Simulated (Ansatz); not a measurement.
# FH5N2Si: the cost of one run

All numbers below are computed with Ansatz 0.2.0 (RKS BLYP-D4/6-31G).

### 1 The system as given

Bond lengths: Si1–H2 1.460 Å, Si1–F3 1.590 Å, Si1–N4 1.819 Å, N4–H5 1.060 Å, N4–H6 1.060 Å, Si1–N7 1.819 Å, N7–H8 1.060 Å, N7–H9 1.060 Å. Angles: H2–Si1–F3 109.5°, H2–Si1–N4 109.5°, H2–Si1–N7 109.5°, F3–Si1–N4 109.5°, F3–Si1–N7 109.5°, N4–Si1–N7 109.5°, Si1–N4–H5 120.0°, Si1–N4–H6 120.0°, H5–N4–H6 120.0°, Si1–N7–H8 120.0°, Si1–N7–H9 120.0°, H8–N7–H9 120.0°.

Structure file:

```xyz
9

Si    0.0000    0.0000    0.0000
H     0.0000    0.0000    1.4600
F     1.4994    0.0000   -0.5295
N    -0.8572    1.4851   -0.6061
H    -1.8773    1.4300   -0.8888
H    -0.3367    2.4058   -0.6766
N    -0.8572   -1.4851   -0.6061
H    -1.3922   -2.1014    0.0704
H    -0.8219   -1.7344   -1.6357
```

### 2 Preparing the start

input.yaml

```yaml
crystal:
  periodic: [false, false, false]
  atoms:
    - { symbol: Si, position_ang: [0.0, 0.0, 0.0] }
    - { symbol: H, position_ang: [0.0, 0.0, 1.46] }
    - { symbol: F, position_ang: [1.4994, 0.0, -0.5295] }
    - { symbol: "N", position_ang: [-0.8572, 1.4851, -0.6061] }
    - { symbol: H, position_ang: [-1.8773, 1.43, -0.8888] }
    - { symbol: H, position_ang: [-0.3367, 2.4058, -0.6766] }
    - { symbol: "N", position_ang: [-0.8572, -1.4851, -0.6061] }
    - { symbol: H, position_ang: [-1.3922, -2.1014, 0.0704] }
    - { symbol: H, position_ang: [-0.8219, -1.7344, -1.6357] }
basis:
  gaussian: { orbitals: "6-31G" }
hamiltonian:
  xc: blyp
  dispersion: d4
relax:
  f_tol: 0.02
  max_steps: 40
```

Run with:

```bash
> ansatz run input.yaml --threads 1 --pin off --max-ram 2048MiB --backend cpu --events-out ev --progress --plain --runs-dir out
```

Q: Estimate wall time and peak memory on 1 thread of Arm Neoverse V1, shared host.

About 21 s, with a peak of 0.13 GiB.
